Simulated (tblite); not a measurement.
# C7H3F6I: the cost of one run

Computed with tblite 0.8.0 and PySCF 2.14.0; each step states its level. No surroundings beyond the atoms listed, unless a continuum is named. Atoms count from 0, parts from 1.

## (1) The system as given

17 atoms, charge 0, multiplicity 1; geometry: rigid parts in contact. Parts: 1 = atoms 0–11, `Fc1c(F)c(F)c(I)c(F)c1F`, charge 0; 2 = atoms 12–16, `CF`, charge 0.

## (2) Docking the parts with GFN2-xTB

Job settings and geometry (Å):

```
{"job": {"kind": "dock", "xc": "GFN2-xTB", "basis": "xTB"}, "charge": 0, "multiplicity": 1, "parts": [{"atoms": "0-11", "charge": 0, "multiplicity": 1}, {"atoms": "12-16", "charge": 0, "multiplicity": 1}]}
F     -2.776870     0.251035     0.018365
C     -1.452648     0.131237     0.007537
C     -0.865177    -1.131560    -0.001837
F     -1.627651    -2.222648    -0.003676
C      0.521594    -1.248585    -0.007754
F      1.074423    -2.458126    -0.014464
C      1.330949    -0.119815    -0.006118
I      3.411796    -0.309964    -0.004593
C      0.737141     1.135904    -0.002057
F      1.499009     2.226010    -0.004730
C     -0.648359     1.268516     0.005913
F     -1.204207     2.477997     0.013416
C      0.710553    -0.929606    -3.767272
F      0.765538    -0.205727    -2.612166
H     -0.131219    -0.563630    -4.356062
H      0.571934    -1.978417    -3.502647
H      1.650135    -0.785304    -4.301978
```

With the program's defaults for keys left out, this is: GFN2-xTB search for minima from random contacts, gas phase.

Started as:

```sh
$ OMP_NUM_THREADS=1 python cluster_run.py task.json out
```

The driver reads the jobs from task.json and runs them one after another.

**Question.** How long does this first job take on 1 thread of Intel Xeon at 2.50GHz, shared host?

About 15 s.
